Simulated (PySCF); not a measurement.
# MoO₂: structure of the singlet

Aim: relax MoO₂ as a singlet from a bent start, check by its vibrations whether the end is a minimum, and collect its spectrum and constants.

The runs use PySCF 2.14.0; PBE0, basis Mo def2-TZVP with ECP28, O def2-TZVP, scalar-relativistic core potentials, no spin–orbit coupling, density fitting.

### Step 1. The starting structure

3 atoms, charge 0, spin multiplicity 1.

Bond lengths: Mo1–O2 1.780 Å, Mo1–O3 1.780 Å. Angles: O2–Mo1–O3 110.0°.

Z-matrix (Å, degrees; charge 0 multiplicity 1):
```
Mo
O  1 1.7800
O  1 1.7800 2 110.00
```

### Step 2. First SCF at the start

One driver script runs all steps and calls PySCF; scf.py shows how it sets up the SCF of each step. The optimiser is the driver's own. After this first run the driver tries any further starts and a stability analysis.

File scf.py:

```python
from pyscf import gto, scf, dft
mol = gto.M(atom='''
Mo     0.000000     0.000000     0.000000
O      1.458100     0.000000     1.021000
O     -1.458100     0.000000     1.021000''',
    basis={'Mo': 'def2-TZVP', 'O': 'def2-TZVP'},
    ecp={'Mo': 'def2-TZVP'},
    charge=0, spin=0)
mf = dft.RKS(mol, xc='PBE0')
mf.grids.atom_grid = (50, 194)
aux = {'Mo': 'def2-universal-JKFIT', 'O': 'def2-universal-JKFIT'}
mf = mf.density_fit(auxbasis=aux)
mf.conv_tol = 1e-08
mf.diis_space = 10
mf.max_cycle = 60
mf.init_guess = 'minao'
mf.verbose = 4
mf.kernel()
```

Launch:

```sh
OMP_NUM_THREADS=2 python axn.py task.json out
```

The program printed:

```text
init E= -211.934411114778
cycle= 1 E= -218.070931691803  delta_E= -6.14  |g|= 1.43  |ddm|= 3.75
  HOMO = -0.105860603870223  LUMO = -0.0531224880383972  gap/eV = 1.43508
cycle= 2 E= -208.216243974177  delta_E= 9.85  |g|= 6.06  |ddm|= 3.75
  HOMO = -0.142053377927372  LUMO = -0.109396268181502  gap/eV = 0.88865
cycle= 3 E= -218.448030542168  delta_E= -10.2  |g|= 0.426  |ddm|= 3.47
  HOMO = -0.251091827156795  LUMO = -0.182636094877779  gap/eV = 1.86278
cycle= 4 E= -218.475446775886  delta_E= -0.0274  |g|= 0.245  |ddm|= 0.473
  HOMO = -0.212956586207106  LUMO = -0.15005606015605  gap/eV = 1.71161
cycle= 5 E= -218.488179453843  delta_E= -0.0127  |g|= 0.0554  |ddm|= 0.185
  HOMO = -0.213548728829601  LUMO = -0.149318945272743  gap/eV = 1.74778
cycle= 6 E= -218.488600264661  delta_E= -0.000421  |g|= 0.0325  |ddm|= 0.0255
  HOMO = -0.213697479944738  LUMO = -0.149185583204076  gap/eV = 1.75546
cycle= 7 E= -218.48878559811  delta_E= -0.000185  |g|= 0.0103  |ddm|= 0.0106
  HOMO = -0.214037450652427  LUMO = -0.149354135691091  gap/eV = 1.76012
cycle= 8 E= -218.488806378143  delta_E= -2.08e-05  |g|= 0.000606  |ddm|= 0.00501
  HOMO = -0.214036971520702  LUMO = -0.149342757792205  gap/eV = 1.76042
cycle= 9 E= -218.488806455683  delta_E= -7.75e-08  |g|= 0.000133  |ddm|= 0.00039
  HOMO = -0.214037843001229  LUMO = -0.149343678121671  gap/eV = 1.76042
cycle= 10 E= -218.48880645905  delta_E= -3.37e-09  |g|= 4.91e-05  |ddm|= 6.63e-05
  HOMO = -0.214044274774846  LUMO = -0.149350553068651  gap/eV = 1.76041
Extra cycle  E= -218.488806452584  delta_E= 6.47e-09  |g|= 0.000192  |ddm|= 0.000102
converged SCF energy = -218.488806452584
```

This step, with its further starts and checks, needed 12 s of wall time on 2 threads of Arm Neoverse V1, shared host.

Energies from each starting density:

```
                      start  energy (Eh)
    the minimal-basis guess  -218.488806
a thermally smeared density  -218.505539
      a smeared PBE density  -218.505539
```

This is not the lowest solution: one lies 43.9 kJ/mol lower, at -218.50554 Eh, and the relaxation starts from that.

### Step 3. Bent start, singlet: relaxation

The program finds C2v symmetry in the start, which this walk keeps.

scf.py: that of step 2 with these lines changed.

```diff
@@ -3,3 +3,3 @@
-Mo     0.000000     0.000000     0.000000
-O      1.458100     0.000000     1.021000
-O     -1.458100     0.000000     1.021000''',
+Mo     0.000000     0.000000    -0.251446
+O      1.458100     0.000000     0.769554
+O     -1.458100     0.000000     0.769554''',
@@ -16 +15,0 @@
-mf.init_guess = 'minao'
```

Steps of the walk:

```
step  energy (Eh)  change (kJ/mol)  largest symmetric gradient (Eh/bohr)
   0  -218.505539             0.00                               0.10947
   1  -218.525469           -52.33                               0.05353
   2  -218.529264           -62.29                               0.00765
   3  -218.529426           -62.72                               0.00093
   4  -218.529435           -62.74                               0.00039
   5  -218.529435           -62.74                               0.00003
```

The walk took 14 s.

Geometry (Å) and forces (eV/Å) at some steps:

```
step 0
Mo   0.000   0.000  -0.251   0.000   0.000   5.629
O    1.458   0.000   0.770  -3.990   0.000  -2.814
O   -1.458   0.000   0.770   3.990   0.000  -2.814
step 1
Mo   0.000   0.000  -0.181   0.000   0.000  -2.753
O    1.371   0.000   0.734   0.720   0.000   1.376
O   -1.371   0.000   0.734  -0.720   0.000   1.376
step 3
Mo   0.000   0.000  -0.252   0.000   0.000   0.048
O    1.311   0.000   0.770   0.039   0.000  -0.024
O   -1.311   0.000   0.770  -0.039   0.000  -0.024
step 5
Mo   0.000   0.000  -0.249   0.001   0.000   0.001
O    1.316   0.000   0.768  -0.001   0.000  -0.001
O   -1.316   0.000   0.768   0.000   0.000   0.000
```

It settles in C2v symmetry, 62.7 kJ/mol below the start, after 5 steps: Mo–O 1.663 Å (×2); O–Mo–O 104.6°.

### Step 4. Frequencies

The point is checked on the finer grid, and tightened if its gradient asks for it. The Hessian and the dipole derivatives come from central differences of analytic gradients, with steps of 0.02 bohr.

scf.py: that of step 3 with these lines changed.

```diff
@@ -3,3 +3,3 @@
-Mo     0.000000     0.000000    -0.251446
-O      1.458100     0.000000     0.769554
-O     -1.458100     0.000000     0.769554''',
+Mo     0.000000     0.000000    -0.250191
+O      1.315827     0.000000     0.766271
+O     -1.315827     0.000000     0.766271''',
@@ -10 +10 @@
-mf.grids.atom_grid = (50, 194)
+mf.grids.atom_grid = (75, 302)
@@ -13 +13 @@
-mf.conv_tol = 1e-08
+mf.conv_tol = 1e-10
```

This SCF starts from the last density.

Log of the central SCF (cycles and frontier levels):

```text
init E= -218.529488405049
  HOMO = -0.219830171753262  LUMO = -0.131116569241625  gap/eV = 2.41402
cycle= 1 E= -218.529488403649  delta_E= 1.4e-09  |g|= 8.86e-05  |ddm|= 5.42e-05
  HOMO = -0.219829450108335  LUMO = -0.131115863272716  gap/eV = 2.41402
cycle= 2 E= -218.529488386151  delta_E= 1.75e-08  |g|= 0.000313  |ddm|= 0.000191
  HOMO = -0.219830165312779  LUMO = -0.131116574408484  gap/eV = 2.41402
cycle= 3 E= -218.529488405172  delta_E= -1.9e-08  |g|= 2.12e-06  |ddm|= 0.000149
  HOMO = -0.219830020967841  LUMO = -0.131116404901812  gap/eV = 2.41402
cycle= 4 E= -218.529488405174  delta_E= -1.42e-12  |g|= 8.23e-07  |ddm|= 1.45e-06
  HOMO = -0.219829970873278  LUMO = -0.131116316963194  gap/eV = 2.41402
Extra cycle  E= -218.529488405174  delta_E= -3.41e-13  |g|= 2.21e-06  |ddm|= 1.81e-06
converged SCF energy = -218.529488405174
```

The whole step took 48 s.

Geometry: C2v; Mo–O 1.663 Å (×2); O–Mo–O 104.6°.

Harmonic modes (main isotopes):

| symmetry | ω (cm⁻¹) | IR (km/mol) | μ (u) | type |
| --- | --- | --- | --- | --- |
| a1 | 364 | 11.4 | 17.79 | bend |
| b2 | 1015 | 248 | 18.64 | stretch |
| a1 | 1080 | 187 | 17.88 | stretch |

Every mode is real; the point is a minimum.

Properties at this point:

```
Dipole moment                                                   : 4.24 D
Highest occupied level                                          : -5.98 eV
Lowest empty level                                              : -3.57 eV
Rotational constants                                            : 0.6767, 0.3044, 0.2099 cm⁻¹
Zero-point energy                                               : 14.7 kJ/mol
Principal polarisabilities                                      : 53.2, 73.6, 74.0 bohr³
Atomisation energy without zero-point energy                    : 1018 kJ/mol
Principal traceless quadrupole moments about the centre of mass : -3.39, -1.28, 4.67 D Å
Entropy at 298.15 K and 1 bar                                   : 265.9 J/(mol K)
Heat capacity Cp at 298.15 K                                    : 42.5 J/(mol K)
Enthalpy at 298.15 K above 0 K                                  : 10.99 kJ/mol
Rotational symmetry number                                      : 2
```

Populations by atom (charges in e):

```
atom  Mulliken  Löwdin  polar tensor  Mayer order to Mo1
 Mo1      1.04    0.52          1.45                   –
O2,3     -0.52   -0.26         -0.73                2.16
```

Mulliken populations on Mo1 (outside its core potential): s 2.81, p 6.14, d 3.95, f 0.06.

### Step 5. A spin-polarised start

A stability analysis found the closed shell of the lowest minimum unstable towards spin polarisation, so the unrestricted solution is followed.

The program finds C2v symmetry in the start, which may break. Threshold on the gradient: 0.0003 Eh/bohr, with a further test on the energy change.

scf.py: that of step 4 with these lines changed.

```diff
@@ -3,3 +3,3 @@
-Mo     0.000000     0.000000    -0.250191
-O      1.315827     0.000000     0.766271
-O     -1.315827     0.000000     0.766271''',
+Mo     0.000000     0.000000    -0.250328
+O      1.315827     0.000000     0.766134
+O     -1.315827     0.000000     0.766134''',
@@ -9,2 +9,2 @@
-mf = dft.RKS(mol, xc='PBE0')
-mf.grids.atom_grid = (75, 302)
+mf = dft.UKS(mol, xc='PBE0')
+mf.grids.atom_grid = (50, 194)
@@ -13 +13 @@
-mf.conv_tol = 1e-10
+mf.conv_tol = 1e-08
```

The optimiser's trace:

```
step  energy (Eh)  change (kJ/mol)  largest gradient (Eh/bohr)
   0  -218.544837             0.00                     0.01431
   1  -218.546833            -5.24                     0.00324
   2  -218.546956            -5.56                     0.00052
   3  -218.546957            -5.57                     0.00023
```

The walk took 11 s.

It settles in C2v symmetry, 5.6 kJ/mol below the start, after 3 steps: Mo–O 1.677 Å (×2); O–Mo–O 111.7°.

### Step 6. Hessian and properties

The same treatment as at the point before.

scf.py: that of step 5 with these lines changed.

```diff
@@ -3,3 +3,3 @@
-Mo     0.000000     0.000000    -0.250328
-O      1.315827     0.000000     0.766134
-O     -1.315827     0.000000     0.766134''',
+Mo     0.000000    -0.000000    -0.231959
+O      1.387280    -0.000000     0.709645
+O     -1.387282     0.000000     0.709642''',
@@ -10 +10 @@
-mf.grids.atom_grid = (50, 194)
+mf.grids.atom_grid = (75, 302)
@@ -13 +13 @@
-mf.conv_tol = 1e-08
+mf.conv_tol = 1e-10
```

Log of the central SCF (cycles and frontier levels):

```text
init E= -218.547031479725
[... the frontier-level lines of each cycle are left out ...]
cycle= 1 E= -218.547031478807  delta_E= 9.19e-10  |g|= 5.11e-05  |ddm|= 3.19e-05
cycle= 2 E= -218.547031467428  delta_E= 1.14e-08  |g|= 0.000179  |ddm|= 0.000107
cycle= 3 E= -218.547031479823  delta_E= -1.24e-08  |g|= 1.61e-06  |ddm|= 8.34e-05
cycle= 4 E= -218.547031479824  delta_E= -1.19e-12  |g|= 7.37e-07  |ddm|= 2.47e-06
Extra cycle  E= -218.547031479824  delta_E= 2.84e-13  |g|= 1.65e-06  |ddm|= 2.3e-06
converged SCF energy = -218.547031479824  <S^2> = 0.97227634  2S+1 = 2.2111321
```

The whole step needed 70 s of wall time on 2 threads of Arm Neoverse V1, shared host.

Geometry: C2v; Mo–O 1.677 Å (×2); O–Mo–O 111.7°.

Modes, for the most abundant isotopes:

```csv
ω (cm⁻¹),IR (km/mol),μ (u),type
304,1.1,18.01,bend
991,276,18.88,stretch
1051,119,17.66,stretch
```

All wavenumbers are real: a minimum.

Here the density breaks the symmetry of the frame, and no labels are given.

Properties at this point:

* Dipole moment: 4.31 D
* Highest occupied level: -6.53 eV
* Lowest empty level: -3.23 eV
* Rotational constants: 0.7886, 0.2738, 0.2032 cm⁻¹
* Zero-point energy: 14.0 kJ/mol
* Principal polarisabilities: 49.4, 52.6, 53.6 bohr³
* Atomisation energy without zero-point energy: 1064 kJ/mol
* Principal traceless quadrupole moments about the centre of mass: -6.18, 1.73, 4.45 D Å
* Entropy at 298.15 K and 1 bar: 267.1 J/(mol K)
* Heat capacity Cp at 298.15 K: 43.2 J/(mol K)
* Enthalpy at 298.15 K above 0 K: 11.19 kJ/mol
* Rotational symmetry number: 2
* Spin squared ⟨S²⟩: 0.972

Charges (e) and bond orders:

| atom | Mulliken | Löwdin | polar tensor | spin (Mulliken) | Mayer order to Mo1 |
| --- | --- | --- | --- | --- | --- |
| Mo1 | 1.12 | 0.59 | 1.50 | 0.00 | – |
| O2,3 | -0.56 | -0.30 | -0.75 | 0.00 | 2.04 |

Mulliken populations on Mo1 (outside its core potential): s 2.49, p 6.23, d 4.09, f 0.06.

### Step 7. All stationary points

| spin | group | bonds | imaginary modes (cm⁻¹) | ΔE (kJ/mol) | with zero-point energy |
| --- | --- | --- | --- | --- | --- |
| broken-symmetry (Ms = 0) | C2v (density of lower symmetry) | Mo–O 1.677 Å (×2) | none | 0.0 | 0.0 |
| singlet | C2v | Mo–O 1.663 Å (×2) | none | 46.1 | 46.7 |

### Step 8. What came out

| quantity | value |
| --- | --- |
| minimum | broken-symmetry (Ms = 0), C2v |
| geometry | Mo–O 1.677 Å (×2); O–Mo–O 111.7° |
| wavenumbers (cm⁻¹) | 304, 991, 1051 |
| dipole moment | 4.31 D |
| highest occupied, lowest empty level (either spin) | -6.53, -3.23 eV |
| polar-tensor charge of Mo1 | +1.50 e |
| zero-point energy | 14.0 kJ/mol |
| entropy at 298.15 K | 267.1 J/(mol K) |
| atomisation energy (no zero-point energy) | 1064 kJ/mol |
| ⟨S²⟩ | 0.972 |

What this shows: The bent start keeps its C2v symmetry and ends in a minimum. The determinant is spin-contaminated (⟨S²⟩ = 0.97 against 0.00), so it is no pure spin state. In the infrared the band at 991 cm⁻¹ (stretch) leads. The first SCF alone would have been 44 kJ/mol too high. Only this shape and spin were tried, so other structures or states may lie lower. The SCF density has lower symmetry than the nuclear frame.

The search up to here took 2.7 min.
